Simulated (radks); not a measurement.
**The series with 8 electrons, O to V¹⁵⁺**

An exercise on one series of results from a longer session: the logs are not shown, and one member is left open.

The numbers are computed with radks (a radial shooting solver on a logarithmic mesh, Libxc functionals) version 1 (scalar-relativistic Kohn-Sham, r2SCAN, spin-polarised, spherical densities, finite nucleus; open shells are filled with parallel spins first), except any that are marked as measured or tabulated.

## The atom as given

| Property | Result |
| --- | --- |
| electrons | 8 |
| ions | O, F⁺, Ne²⁺, Mg⁴⁺, Al⁵⁺, Si⁶⁺, P⁷⁺, S⁸⁺, Cl⁹⁺, Ar¹⁰⁺, K¹¹⁺, Ca¹²⁺, Sc¹³⁺, Ti¹⁴⁺, V¹⁵⁺ |
| configuration | NIST ground configuration of each |

Set-up of the first run:

The run's settings:

```text
Z 8
configuration [He] 2s2 2p4
relativity scalar-relativistic
functional r2scan,r2scan
spin polarised
nucleus finite rms 2.6991 fm
c 137.035999084
```

Steps of the session up to this table: O, [He] 2s2 2p4; F⁺, [He] 2s2 2p4; Ne²⁺, [He] 2s2 2p4; Mg⁴⁺, [He] 2s2 2p4; Al⁵⁺, [He] 2s2 2p4; Si⁶⁺, [He] 2s2 2p4; P⁷⁺, [He] 2s2 2p4; S⁸⁺, [He] 2s2 2p4; Cl⁹⁺, [He] 2s2 2p4; Ar¹⁰⁺, [He] 2s2 2p4; K¹¹⁺, [He] 2s2 2p4; Ca¹²⁺, [He] 2s2 2p4; Sc¹³⁺, [He] 2s2 2p4; Ti¹⁴⁺, [He] 2s2 2p4; V¹⁵⁺, [He] 2s2 2p4.

One of the session's tables, all rows but one given; the rest of the session is left out.

```
  ion  E (hartree)  ε(1s down) (eV)  ε(2p up) (eV)  ε(2p down) (eV)  <r>(2p down) (bohr)
    O    -75.09032          -518.90        -10.955           -6.785                1.354
   F⁺    -99.14502          -688.98        -30.942          -25.582                1.018
 Ne²⁺   -126.73483          -886.97        -58.159          -51.622               0.8318
 Mg⁴⁺   -192.51066          -1365.9        -133.56          -124.69               0.6158
 Al⁵⁺            ?                ?              ?                ?                    ?
 Si⁶⁺   -272.43252          -1955.2        -236.59          -225.38               0.4910
  P⁷⁺   -317.71031          -2291.3        -298.41          -286.05               0.4462
  S⁸⁺   -366.54100          -2655.1        -367.10          -353.57               0.4089
 Cl⁹⁺   -418.93176          -3046.7        -442.66          -427.97               0.3774
Ar¹⁰⁺   -474.89043          -3466.0        -525.10          -509.24               0.3505
 K¹¹⁺   -534.42551          -3913.2        -614.40          -597.38               0.3271
Ca¹²⁺   -597.54607          -4388.3        -710.59          -692.40               0.3067
Sc¹³⁺   -664.26181          -4891.4        -813.66          -794.31               0.2887
Ti¹⁴⁺   -734.58310          -5422.6        -923.63          -903.12               0.2727
 V¹⁵⁺   -808.52089          -5982.0        -1040.5          -1018.8               0.2583
```

Q: Estimate the row for Al⁵⁺ from the others.

The run gave: E (hartree): -230.70118; ε(1s down) (eV): -1646.8; ε(2p up) (eV): -181.63; ε(2p down) (eV): -171.59; <r>(2p down) (bohr): 0.5462. In the column «E (hartree)» it lies between Si⁶⁺ (-272.43252) and Mg⁴⁺ (-192.51066).
